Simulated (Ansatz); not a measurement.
# Ta3AsAu2O13 (P-6) in Ansatz: convergence with k mesh

Aim: find how far k mesh must go before the results for Ta3AsAu2O13 settle, at PBE. This setting moves, with any that are tied to it; all else stays.

Program: Ansatz 0.2.0. These are calculated values, not measurements. Logs are shortened: lines on timing, memory, paths and dates and some standing lists are left out, and cuts for length are marked.

## Step 1: The structure

Symmetry: P-6, No. 174, hexagonal system. The conventional cell has a = 5.452 Å, b = 5.452 Å, c = 9.579 Å, α = 90.00°, β = 90.00°, γ = 120.00°. Ta (site symmetry 3) is surrounded by 4 O at 1.86 to 2.04 Å. Ta (site symmetry -6) has 6 O at 2.05 Å as nearest neighbours. As (site symmetry -6) has 6 O at 1.91 Å as nearest neighbours. Around Au (site symmetry 3) lie 6 O at 2.15 to 2.34 Å. Around O (site symmetry -6) lie 2 Ta at 1.86 Å. O (site symmetry 1) is surrounded by 1 As at 1.91 Å and 1 Ta at 2.14 Å and 1 Au at 2.15 Å. Around O (site symmetry 1) lie 2 Ta at 2.04 to 2.05 Å and 1 Au at 2.34 Å.

The cell was built by a generator and needn't be a form met in nature.

## Step 2: With k mesh 2 × 2 × 1

File input.yaml:

```yaml
crystal:
  lattice:
    - [5.45204, 0.0, 0.0]
    - [-2.72602, 4.72161, 0.0]
    - [0.0, 0.0, 9.57902]
  atoms:
    - { symbol: Ta, position: [0.0, 0.0, 0.19408] }
    - { symbol: Ta, position: [0.0, 0.0, 0.80592] }
    - { symbol: Ta, position: [0.66667, 0.33333, 0.0] }
    - { symbol: As, position: [0.0, 0.0, 0.5] }
    - { symbol: Au, position: [0.33333, 0.66667, 0.27428] }
    - { symbol: Au, position: [0.33333, 0.66667, 0.72572] }
    - { symbol: O, position: [0.0, 0.0, 0.0] }
    - { symbol: O, position: [0.23947, 0.97129, 0.36402] }
    - { symbol: O, position: [0.02871, 0.26818, 0.36402] }
    - { symbol: O, position: [0.73182, 0.76053, 0.36402] }
    - { symbol: O, position: [0.23947, 0.97129, 0.63598] }
    - { symbol: O, position: [0.02871, 0.26818, 0.63598] }
    - { symbol: O, position: [0.73182, 0.76053, 0.63598] }
    - { symbol: O, position: [0.38452, 0.33425, 0.85844] }
    - { symbol: O, position: [0.66575, 0.05026, 0.85844] }
    - { symbol: O, position: [0.94974, 0.61548, 0.85844] }
    - { symbol: O, position: [0.38452, 0.33425, 0.14156] }
    - { symbol: O, position: [0.66575, 0.05026, 0.14156] }
    - { symbol: O, position: [0.94974, 0.61548, 0.14156] }
hamiltonian:
  xc: pbe
  pseudopotentials: { kind: paw }
kpoints:
  mp_grid: { grid: [2, 2, 1] }
scf:
  occupations: { method: fermi_dirac, width: 0.05 }
output:
  forces: true
  stress: true
  eigenvalues: true
```

Potentials or basis: Ansatz PAW.

The run is started by

```
$ ansatz run input.yaml --threads 8 --pin off --max-ram 20480MiB --backend cpu --events-out ev --progress --plain --runs-dir out
```

Standard output:

```text
Warning: the atoms were moved onto the symmetric positions of the space group found under crystal.symmetry.tolerance 1.0e-5 (fractional; no operation is sought that the atoms, as they stand in a round, miss by more than twice it, and no atom is moved by as much as it), and the run uses the moved positions. Before a round's move an operation carried an atom to 6.89e-5 Å from where it should land, the largest such distance. Atom 2 (counting from 0) moved farthest, by 3.15e-5 Å; the longest move in fractions of the cell, of whichever atom, is 0.47 of the tolerance, in 1 round. To run the atoms as typed, lower crystal.symmetry.tolerance until the operations that they miss are no longer found, or set crystal.symmetry.detect: false (a key that needs symmetry detection or time reversal refuses this as the deck is read). The positions used, in the order of the run's atom list: position: [-2.818491544076844e-17, 1.1686513573267582e-17, 0.19408]; position: [-2.818491544076844e-17, 1.1686513573267582e-17, 0.80592]; position: [0.6666666666666666, 0.33333333333333337, 0.0]; position: [-2.818491544076844e-17, 1.1686513573267582e-17, 0.5]; position: [0.3333333333333333, 0.6666666666666666, 0.27428]; position: [0.3333333333333333, 0.6666666666666666, 0.72572]; position: [-2.818491544076844e-17, 1.1686513573267582e-17, 0.0]; position: [0.23946999999999993, 0.97129, 0.36402]; position: [0.02870999999999998, 0.26818, 0.36402]; position: [0.73182, 0.76053, 0.36402]; position: [0.23946999999999993, 0.97129, 0.63598]; position: [0.02870999999999998, 0.26818, 0.63598]; position: [0.73182, 0.76053, 0.63598]; position: [0.3845166666666666, 0.33425333333333335, 0.85844]; position: [0.6657466666666667, 0.05026333333333335, 0.85844]; position: [0.9497366666666667, 0.6154833333333334, 0.85844]; position: [0.3845166666666666, 0.33425333333333335, 0.14156]; position: [0.6657466666666667, 0.05026333333333335, 0.14156]; position: [0.9497366666666667, 0.6154833333333334, 0.14156]; The lattice was moved too: crystal.lattice keeps the space group found at crystal.symmetry.tolerance 1.0e-5 only nearly: the operation that it misses by the most changes a squared length by the fraction 1.78e-6. The run uses the lattice that is a stretch of the typed one, with no rotation, onto the one that keeps every operation to a double's rounding (on a very oblique basis the stretch itself rounds by more); the deck's lattice vector that moved farthest moved by 2.80e-6 Å. To run the lattice as typed, set crystal.symmetry.tolerance under 1.78e-6, the least fraction by which an operation that the lattice misses changes a squared length (the same key also sets how far an atom may lie from its image, so lowering it can lose operations that the atoms keep only within it), or set crystal.symmetry.detect: false, as for the atoms. crystal.lattice made exact, in Å and degrees: [[5.4520428045091505, 0.0, 0.0], [-2.7260214022545752, 4.72160757122508, 0.0], [0.0, 0.0, 9.57902]]. Pasted over the deck's crystal.lattice, beside positions in fractional coordinates, it runs the same cell (given as lengths and angles, that cell in the form's own orientation, a rigid turn of the misfit's size from the one run here, for which a checkpoint.post_process_only pass over this run's state can be refused: where this run relaxes nothing, give such a pass this deck's own crystal.lattice, as typed; behind a relaxation, as crystal.lattice, the state's own cell, identity.cell in its checkpoint.json), and a matrix so pasted ends this notice, except on a very skew basis of the lattice, where the rounding of the pasted numbers themselves can read as a misfit: the cell is then moved again, and that move is told again. The lattice as run is in this notice's lattice.as_run_ang field (Run.prep()["deck_notices"] in Python, the deck_notice line of an events file, deck_notices of ansatz run --dry-run=json, or deck_notices in record.json in the deck's checkpoint.write directory).
Warning: RAYON_NUM_THREADS=8 ignored (pool sized by the plan → 8); use --threads N
Engine: ansatz 0.2.0, x86_64-unknown-linux-gnu
Pseudopotentials: kind: paw
Pseudopotential: Ta, paw, valence charge 13, recommended cutoff 420 eV (normal), Ta.paw.azcp
Pseudopotential: As, paw, valence charge 15, recommended cutoff 420 eV (normal), As.paw.azcp
Pseudopotential: Au, paw, valence charge 19, recommended cutoff 420 eV (normal), Au.paw.azcp
Pseudopotential: O, paw, valence charge 6, recommended cutoff 420 eV (normal), O.paw.azcp
Functional definition: PBE
  parameter kappa = 0.804
  parameter beta = 0.06672455060314922
  exchange = pbe_x(kappa = kappa, mu = beta*pi^2/3)
  correlation = pbe_c(beta = beta)
[... 55 lines left out ...]
  E_closure    = 0.000000  (closes the sum)
  Σ components = -68322.136466   (vs F -68322.136466, Δ=0.00e0)
--- Forces (eV/Å), atoms counted from 1 ---
  atom   1  Ta     0.00000000     0.00000000    -0.03210443
  atom   2  Ta    -0.00000000     0.00000000     0.03210443
  atom   3  Ta     0.00000000     0.00000000     0.00000000
  atom   4  As     0.00000000    -0.00000000     0.00000000
  atom   5  Au    -0.00000000     0.00000000     0.32664848
  atom   6  Au    -0.00000000     0.00000000    -0.32664848
[... 11 lines left out ...]
  atom  18  O      0.05245334    -0.00999307    -0.09463303
  atom  19  O     -0.01757242     0.05042246    -0.09463303
  max |Σ_I F_I| component: 1.53e-16 eV/Å
--- Stress (GPa, compression-positive) ---
       -0.158508      -0.000001       0.000000
        0.000001      -0.158508       0.000000
        0.000000       0.000000      -0.536826
  P = ⅓ Tr σ = -0.2846 GPa (-2.846 kbar)
--- Band table (eV) ---
  k-point 0: bands = ["-96.2668", "-96.2668", "-59.9207", "-59.3884", "-59.3878", "-47.7858", "-47.7858", "-47.7858", "-47.7858", "-47.5403", "-47.5401", "-28.1343", "-28.1343", "-28.1338", "-28.1338", "-28.1073", "-26.4145", "-26.4145", "-26.2815", "-26.0802", "-25.9722", "-25.9455", "-25.9455", "-25.9446", "-25.9446", "-11.2638", "-10.0379", "-9.4977", "-8.9847", "-8.9847", "-8.4919", "-8.4595", "-8.4595", "-8.4563", "-8.2855", "-8.2855", "-8.2763", "-8.2763", "-1.4762", "1.4446", "2.5755", "2.5755", "3.0905", "3.0905", "3.3071", "3.3817", "3.3817", "3.3971", "3.7904", "3.8775", "3.8775", "3.8921", "3.8921", "4.3005", "4.3005", "4.4396", "4.4396", "4.7262", "4.8556", "5.0416", "5.0416", "5.1732", "5.5773", "5.5773", "5.6340", "5.9816", "6.1185", "6.4811", "6.4811", "6.7073", "6.7073", "6.9347", "7.1317", "7.1317", "7.1913", "7.4172", "7.4172", "7.5840", "7.7285", "7.9439", "7.9439", "7.9867", "7.9867", "9.1349", "9.1349", "9.2992", "9.2992", "10.2054", "11.6394", "11.6394", "12.4047", "12.4047", "12.4080", "13.3480", "13.5883", "13.6224", "13.6224", "14.1443", "15.0885"]
  k-point 1: bands = ["-96.2668", "-96.2668", "-59.9207", "-59.3884", "-59.3878", "-47.7858", "-47.7858", "-47.7858", "-47.7858", "-47.5403", "-47.5401", "-28.1343", "-28.1343", "-28.1338", "-28.1338", "-28.1073", "-26.4162", "-26.4154", "-26.2871", "-26.0757", "-25.9745", "-25.9508", "-25.9449", "-25.9444", "-25.9372", "-11.1730", "-9.9252", "-9.2314", "-9.0732", "-9.0040", "-8.8920", "-8.5711", "-8.4664", "-8.4371", "-8.3267", "-8.3174", "-8.2476", "-8.1269", "-1.3627", "1.5652", "2.0806", "2.3243", "2.7008", "2.9395", "3.1990", "3.2456", "3.2741", "3.3165", "3.6892", "3.7064", "3.8540", "4.2532", "4.4560", "4.4576", "4.5009", "4.7587", "4.8461", "4.9897", "5.0342", "5.1153", "5.2522", "5.3744", "5.3912", "5.7124", "5.8014", "5.8317", "5.9572", "6.0224", "6.2699", "6.3167", "6.5742", "6.8576", "6.9840", "6.9998", "7.2499", "7.2554", "7.4218", "7.5407", "7.6241", "7.8329", "8.0315", "8.2693", "8.3051", "8.8136", "9.1206", "9.1387", "9.3741", "11.0568", "11.4991", "12.0845", "12.3155", "12.3836", "12.4970", "12.9681", "13.3672", "13.6707", "13.8340", "14.4579", "14.7932"]
```

It took 1.2 s on 8 threads of Intel Xeon 6975P-C (Granite Rapids), shared host; peak memory 0.68 GiB.

What came out:

```
Free energy            : -68322.1365 eV
Pressure               : -0.3 GPa
Largest force          : 0.327 eV/Å
Band gap on the k mesh : none (metal or under the smearing width)
```

## Step 3: With k mesh 3 × 3 × 2

Changes to input.yaml since step 2:

```diff
@@ -29,3 +29,3 @@
 kpoints:
-  mp_grid: { grid: [2, 2, 1] }
+  mp_grid: { grid: [3, 3, 2] }
 scf:
```

Potentials or basis: Ansatz PAW.

The run is started by

```
$ ansatz run input.yaml --threads 8 --pin off --max-ram 20480MiB --backend cpu --events-out ev --progress --plain --runs-dir out
```

Run time: 1.7 s. Hardware: 8 threads of Intel Xeon 6975P-C (Granite Rapids), shared host; peak memory 1 GiB.

Results:

| Item | Value |
| --- | --- |
| Free energy | -68322.1880 eV |
| Pressure | -0.2 GPa |
| Largest force | 0.204 eV/Å |
| Band gap on the k mesh | none (metal or under the smearing width) |

## Step 4: With k mesh 4 × 4 × 2

Changes to input.yaml since step 3:

```diff
@@ -29,3 +29,3 @@
 kpoints:
-  mp_grid: { grid: [3, 3, 2] }
+  mp_grid: { grid: [4, 4, 2] }
 scf:
```

The run is started by

```
$ ansatz run input.yaml --threads 8 --pin off --max-ram 20480MiB --backend cpu --events-out ev --progress --plain --runs-dir out
```

Run time: 2.4 s. Hardware: 8 threads of Intel Xeon 6975P-C (Granite Rapids), shared host; peak memory 1.1 GiB.

Results:

```
Free energy            : -68322.1979 eV
Pressure               : -0.2 GPa
Largest force          : 0.202 eV/Å
Band gap on the k mesh : none (metal or under the smearing width)
```

## Step 5: With k mesh 5 × 5 × 3

Changes to input.yaml since step 4:

```diff
@@ -29,3 +29,3 @@
 kpoints:
-  mp_grid: { grid: [4, 4, 2] }
+  mp_grid: { grid: [5, 5, 3] }
 scf:
```

The run is started by

```
$ ansatz run input.yaml --threads 8 --pin off --max-ram 20480MiB --backend cpu --events-out ev --progress --plain --runs-dir out
```

Wall time 2.9 s (8 threads of Intel Xeon 6975P-C (Granite Rapids), shared host); peak memory 1.3 GiB.

The run converged. Its results:

```yaml
Free_energy: -68322.1950 eV
Pressure: -0.2 GPa
Largest_force: 0.201 eV/Å
Band_gap_on_the_k_mesh: none (metal or under the smearing width)
```

## Step 6: With k mesh 7 × 7 × 3

Changes to input.yaml since step 5:

```diff
@@ -29,3 +29,3 @@
 kpoints:
-  mp_grid: { grid: [5, 5, 3] }
+  mp_grid: { grid: [7, 7, 3] }
 scf:
```

Potentials or basis: Ansatz PAW.

The run is started by

```
$ ansatz run input.yaml --threads 8 --pin off --max-ram 20480MiB --backend cpu --events-out ev --progress --plain --runs-dir out
```

It took 4.4 s on 8 threads of Intel Xeon 6975P-C (Granite Rapids), shared host; peak memory 1.5 GiB.

It converged, with:

| Quantity | Value |
| --- | --- |
| Free energy | -68322.1948 eV |
| Pressure | -0.2 GPa |
| Largest force | 0.200 eV/Å |
| Band gap on the k mesh | none (metal or under the smearing width) |

## Step 7: With k mesh 8 × 8 × 4

Changes to input.yaml since step 6:

```diff
@@ -29,3 +29,3 @@
 kpoints:
-  mp_grid: { grid: [7, 7, 3] }
+  mp_grid: { grid: [8, 8, 4] }
 scf:
```

The run is started by

```
$ ansatz run input.yaml --threads 8 --pin off --max-ram 20480MiB --backend cpu --events-out ev --progress --plain --runs-dir out
```

Wall time 9.1 s (8 threads of Intel Xeon 6975P-C (Granite Rapids), shared host); peak memory 1.7 GiB.

The run converged. Its results:

| Quantity | Value |
| --- | --- |
| Free energy | -68322.1946 eV |
| Pressure | -0.2 GPa |
| Largest force | 0.200 eV/Å |
| Band gap on the k mesh | none (metal or under the smearing width) |

## Step 8: With k mesh 9 × 9 × 5

Changes to input.yaml since step 7:

```diff
@@ -29,3 +29,3 @@
 kpoints:
-  mp_grid: { grid: [8, 8, 4] }
+  mp_grid: { grid: [9, 9, 5] }
 scf:
```

The run is started by

```
$ ansatz run input.yaml --threads 8 --pin off --max-ram 20480MiB --backend cpu --events-out ev --progress --plain --runs-dir out
```

Wall time 10 s (8 threads of Intel Xeon 6975P-C (Granite Rapids), shared host); peak memory 1.9 GiB.

The run converged. Its results:

```yaml
Free_energy: -68322.1947 eV
Pressure: -0.2 GPa
Largest_force: 0.200 eV/Å
Band_gap_on_the_k_mesh: none (metal or under the smearing width)
```

## Step 9: Summary

| k mesh | energy less the tightest run, at zero smearing (meV/atom) | pressure (GPa) | largest force (eV/Å) | SCF cycles | CPU time (s) | peak memory (GiB) |
| --- | --- | --- | --- | --- | --- | --- |
| 2 × 2 × 1 | 3.32 | -0.28 | 0.327 | 13 | 5.8 | 0.68 |
| 3 × 3 × 2 | 0.38 | -0.18 | 0.204 | 11 | 10 | 1 |
| 4 × 4 × 2 | -0.24 | -0.18 | 0.202 | 11 | 13 | 1.1 |
| 5 × 5 × 3 | -0.02 | -0.17 | 0.201 | 11 | 20 | 1.3 |
| 7 × 7 × 3 | 0.00 | -0.17 | 0.200 | 11 | 31 | 1.5 |
| 8 × 8 × 4 | 0.00 | -0.17 | 0.200 | 11 | 66 | 1.7 |
| 9 × 9 × 5 | 0.00 | -0.17 | 0.200 | 11 | 75 | 1.9 |

Against the tightest run, the energy stays within 1 meV/atom from 3 × 3 × 2 on; the pressure stays within 0.1 GPa from 3 × 3 × 2 on; the largest force stays within 0.005 eV/Å from 3 × 3 × 2 on. Meshes of other sizes hit other points, so gaps and Fermi surfaces needn't settle smoothly. The tightest run that finished is the yardstick and may itself not be fully converged.
